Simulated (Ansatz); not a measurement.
CsLiCr2Te2S3:

```
CELL_PARAMETERS angstrom
7.05684 0.00000 0.00788
0.00000 3.98060 0.00000
-2.68302 0.00000 8.67869
ATOMIC_POSITIONS crystal
Cs 0.07739 0.00000 0.37706
Li 0.86424 0.50000 0.78883
Cr 0.12646 0.00000 0.94616
Cr 0.59290 0.50000 0.97165
Te 0.50838 0.00000 0.15270
Te 0.55612 0.00000 0.74893
S 0.87426 0.00000 0.68502
S 0.25176 0.50000 0.84402
S 0.96294 0.50000 0.05357
```

The cell was built by a generator and needn't be a form met in nature.

```yaml
Program: Ansatz 0.2.0
Task: relaxation of cell and atoms
Functional: BLYP
Potentials_or_basis: Ansatz PAW
Cutoff: "420 eV (not typed: the program's choice for these potentials)"
k_mesh: 3 × 5 × 3
Occupations: fermi-dirac, width 0.05 eV
Spin: collinear spin, ferromagnetic start
Starting_moments: "[0.0, 0.0, 3.0, 3.0, 0.0, 0.0, 0.0, 0.0, 0.0] μB"
```

At the start: volume 27.10 Å³/atom.

Question: How do energy, volume and symmetry change on relaxing?

Answer: It ends after 10 steps and the volume is 29.28 Å³/atom (+8.1 %); space group Pm (No. 6, to 0.05 Å); moment 6.00 μB per cell.

Step by step:
```tsv
step	energy change (eV)	largest force (eV/Å)	volume (Å³)
1	0.0000	0.3736	243.87
2	-0.1010	0.3392	259.37
3	-0.1363	0.1868	260.52
4	-0.1395	0.1745	262.29
5	-0.1433	0.0412	262.52
6	-0.1440	0.0259	262.99
7	-0.1443	0.0274	263.02
8	-0.1447	0.0138	263.53
9	-0.1447	0.0079	263.54
10	-0.1489	0.0079	263.54
```

Final structure:
```
Cs Li Cr Te S
1.0
     7.23934    0.00000    0.03903
     0.00000    4.08052    0.00000
    -2.71435    0.00000    8.90661
Cs Li Cr Te S
1 1 2 2 3
Direct
  0.07266 0.00000 0.37575
  0.87664 0.50000 0.78969
  0.12767 0.00000 0.94862
  0.58827 0.50000 0.96865
  0.50683 0.00000 0.14926
  0.55837 0.00000 0.74701
  0.87568 0.00000 0.68979
  0.25195 0.50000 0.84809
  0.95638 0.50000 0.05108
```

Caveat: the plane-wave basis is chosen anew once the cell has moved, so the energies of steps on either side of that aren't comparable; only a ferromagnetic start was run, and an antiferromagnetic order may lie lower in energy; the PAW data sets come from PBE, with cores solved anew for the run's functional, which leaves a small shift of forces and pressure.
